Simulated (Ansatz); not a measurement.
Below is the output of a Python script on Ansatz 0.2.0 through its Python package that makes a single point in a Gaussian basis of CH8N2Si2, SMILES N=C[SiH2]N[SiH3]. Write a script that gives it. Use: B3LYP, 6-31G* basis, multiplicity 1.

```xyz
13

N     1.2904   -1.6921   -0.6138
C     1.4173   -0.4599   -0.9853
Si   -0.0720    0.7017   -0.9794
N    -1.3692    0.0757   -0.0682
Si   -1.0935    0.3514    1.5792
H     2.1957   -2.1752   -0.6800
H     2.3830   -0.0453   -1.3152
H    -0.5817    0.8390   -2.3638
H     0.2904    2.0667   -0.5207
H    -1.3536   -0.9313   -0.2176
H    -1.2124    1.8005    1.8595
H     0.2417   -0.1440    1.9823
H    -2.1361   -0.3872    2.3228
```

`python energy_ch8n2si2.py` gives:
```text
E = -19902.441290 eV = -731.4012270 Ha
converged: True  doubts: none
mean field: -731.4012270 Ha, <S^2> = 0.0000, stability: minimum
largest force 1.9586 eV/A, rms 0.4976
   atom  mulliken  lowdin
0     N    -0.509  -0.198
1     C    -0.111  -0.220
2    Si     0.541   0.263
3     N    -0.759  -0.402
4    Si     0.426   0.283
5     H     0.298   0.211
6     H     0.138   0.120
7     H    -0.066  -0.072
8     H    -0.078  -0.050
9     H     0.351   0.272
10    H    -0.071  -0.063
11    H    -0.085  -0.069
12    H    -0.074  -0.075
dipole (e A): [ 0.4816 -0.0529 -0.1072]
```

One script that gives this output:

`energy_ch8n2si2.py`
```python
from dataclasses import dataclass

import ansatz
from ase import Atoms
import numpy as np
import pandas as pd


@dataclass(frozen=True)
class Options:
    basis: str = "6-31G*"
    xc: str = "b3lyp"


cfg = Options()

atoms = Atoms(["N", "C", "Si", "N", "Si", "H", "H", "H", "H", "H", "H", "H", "H"], positions=[
    [1.2904, -1.6921, -0.6138],
    [1.4173, -0.4599, -0.9853],
    [-0.072, 0.7017, -0.9794],
    [-1.3692, 0.0757, -0.0682],
    [-1.0935, 0.3514, 1.5792],
    [2.1957, -2.1752, -0.68],
    [2.383, -0.0453, -1.3152],
    [-0.5817, 0.839, -2.3638],
    [0.2904, 2.0667, -0.5207],
    [-1.3536, -0.9313, -0.2176],
    [-1.2124, 1.8005, 1.8595],
    [0.2417, -0.144, 1.9823],
    [-2.1361, -0.3872, 2.3228],
])
mol = ansatz.Crystal.molecule_from_ase(atoms)

job = mol.calculation()
job = job.basis(gaussian=cfg.basis)
job = job.functional(cfg.xc).forces()
done = job.run(threads=1, pin="off")
r = done.report

print(f"E = {r['free_energy_ev']:.6f} eV = {r['free_energy_ev'] / 27.211386246:.7f} Ha")
print("converged:", r["converged"], " doubts:", r["published_state_doubts"] or "none")

state = r["mean_field"]["state"]
print(f"mean field: {state['energy']['hartree']:.7f} Ha, <S^2> = {abs(state['spin_squared']):.4f}, stability: {state.get('stability', {}).get('kind')}")

symbols = [site.symbol for site in mol.cartesian_sites]
forces = np.array(r["forces_ev_ang"])
print("largest force", round(float(np.linalg.norm(forces, axis=1).max()), 4), "eV/A, rms", round(float(np.sqrt((forces ** 2).mean())), 4))

charges = r["charge_distribution"]
table = pd.DataFrame({"atom": symbols, "mulliken": charges["mulliken_charges_e"], "lowdin": charges["lowdin_charges_e"]})
print(table.round(3).to_string())
print("dipole (e A):", np.round(charges["dipole_moment_e_ang"], 4) + 0.0)
```

Total energies depend on the basis set; only differences at equal settings carry meaning. The geometry is a force-field or estimated start, not a minimum of this method, and the basis set is short of its limit. The Löwdin charges here are taken after orthogonalising the functions within each atom; they differ from plain Löwdin charges, and their signs can be unphysical. b3lyp holds the VWN-RPA fit, as in Gaussian; the form of ORCA and Turbomole is b3lyp5. The whole script took 6.4 s on 1 thread of Arm Neoverse V1, with other jobs on the host, peak memory 0.31 GiB.
